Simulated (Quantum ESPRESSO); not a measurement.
# MnPt2 under changes of volume

One of the cells (15.408 Å³/atom); the others are scaled copies at fixed shape and fractional positions:

```
CELL_PARAMETERS angstrom
2.85840 0.00000 0.00000
-1.42920 2.47545 0.00000
0.00000 0.00000 6.53250
ATOMIC_POSITIONS crystal
Pt 0.66667 0.33333 0.31621
Pt 0.33333 0.66667 0.68379
Mn 0.00000 0.00000 0.00000
```

The cell comes from a database or a generator and needn't be the stable form of this composition.

```yaml
Program: Quantum ESPRESSO 7.5
Functional: LDA
Potentials_or_basis: GBRV 1.5 LDA
Cutoff: 612 eV
Density_cutoff: 4898 eV
k_mesh: 11 × 11 × 4
Occupations: fermi-dirac, width 0.05 eV
Spin: collinear spin, ferromagnetic start
Starting_moments: "[0.0, 0.0, 4.0] μB"
```

| volume (Å³/atom) | energy over the lowest point (meV/atom) | pressure (GPa) | moment (μB per cell) |
| --- | --- | --- | --- |
| 14.483 | 0.00 | -6.6 | 3.90 |
| 14.791 | 14.91 | -10.3 | 4.04 |
| 15.099 | 36.80 | -13.5 | 4.16 |
| 15.408 | 64.53 | -16.4 | 4.29 |
| 15.716 | 97.28 | -18.9 | 4.40 |
| 16.024 | 134.51 | -21.2 | 4.49 |
| 16.332 | ? | ? | ? |

Problem. What does the run at 16.332 Å³/atom give?

Solution. Energy over the lowest point 176.08 meV/atom; pressure -23.3 GPa; moment 4.55 μB per cell.

Worked out: A Birch-Murnaghan fit of order 3 (a polynomial in V^(-2/3)) to the other rows has its minimum at 14.08 Å³/atom, just outside them, with B0 = V·E''(V) = 224 GPa and B' = 5.5 at fixed shape and positions, which overstates the stiffness. It gives 175.45 meV/atom at 16.332 Å³/atom, against the run's 176.08, and -dE/dV = -22.2 GPa, against -23.3. A parabola through the other rows of the moment, of slope 0.268 μB per Å³/atom there, extrapolates to 4.58 μB, against the run's 4.55.

Energies are extrapolated to zero smearing.
